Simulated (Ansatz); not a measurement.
# Nb2Te6Mo: the cost of one run

Method: DFT PBE, scalar-relativistic, plane waves, PAW, in Ansatz 0.2.0.

## Step 1: The structure to begin with

The structure is trigonal, space group P-3m1 (No. 164). The conventional cell has a = 3.724 Å, b = 3.724 Å, c = 21.464 Å, α = 90.00°, β = 90.00°, γ = 120.00°. Around Nb (site symmetry 3m) lie 6 Te at 2.82 Å. Around Te (site symmetry 3m) lie 3 Nb at 2.82 Å. Te (site symmetry 3m) is surrounded by 3 Mo at 2.82 Å. Around Mo (site symmetry -3m) lie 6 Te at 2.82 Å.

Structure file:

```cif
data_structure
_symmetry_space_group_name_H-M 'P-3m1'
_symmetry_Int_Tables_number 164
_cell_length_a 3.7238
_cell_length_b 3.7238
_cell_length_c 21.4638
_cell_angle_alpha 90.000
_cell_angle_beta 90.000
_cell_angle_gamma 120.000
_cell_volume 257.75
loop_
_atom_site_label
_atom_site_type_symbol
_atom_site_symmetry_multiplicity
_atom_site_Wyckoff_symbol
_atom_site_fract_x
_atom_site_fract_y
_atom_site_fract_z
_atom_site_occupancy
Nb1 Nb 2 c 0.00000 0.00000 0.33333 1
Te1 Te 2 d 0.66667 0.33333 0.24854 1
Te2 Te 2 d 0.66667 0.33333 0.58188 1
Te3 Te 2 d 0.66667 0.33333 0.91521 1
Mo1 Mo 1 a 0.00000 0.00000 0.00000 1
```

The start is an ordering of an alloy on its end members' structure types: elements ordered on the sites of the NbTe2 type, Nb/Mo on Nb (P-3m1, No. 164).

## Step 2: A first look at the guess

The input, input.yaml:

```yaml
crystal:
  lattice:
    - [3.72376748, 0.0, 0.0]
    - [-1.86188374, 3.22487724, 0.0]
    - [0.0, 0.0, 21.4638403]
  atoms:
    - { symbol: Nb, position: [0.0, 0.0, 0.33333333] }
    - { symbol: Nb, position: [0.0, 0.0, 0.66666667] }
    - { symbol: Te, position: [0.66666667, 0.33333333, 0.24854408] }
    - { symbol: Te, position: [0.66666667, 0.33333333, 0.58187741] }
    - { symbol: Te, position: [0.66666667, 0.33333333, 0.91521074] }
    - { symbol: Te, position: [0.33333333, 0.66666667, 0.08478926] }
    - { symbol: Te, position: [0.33333333, 0.66666667, 0.41812259] }
    - { symbol: Te, position: [0.33333333, 0.66666667, 0.75145592] }
    - { symbol: Mo, position: [0.0, 0.0, 0.0] }
basis:
  ecutwfc: 420
kpoints:
  mp_grid: { grid: [6, 6, 1] }
hamiltonian:
  xc: pbe
scf:
  occupations: { method: gaussian, width: 0.1 }
  lower_state_search: "off"
output:
  forces: true
  stress: true
  eigenvalues: true
```

Command:

```
> ansatz run input.yaml --threads 1 --pin off --max-ram 2560MiB --backend cpu --events-out ev --progress --plain --runs-dir out
```

What time and memory should one allow on 1 thread of Intel Xeon at 2.50GHz (Skylake/Cascade Lake), shared host?

About 18 s, with a peak of 0.57 GiB.
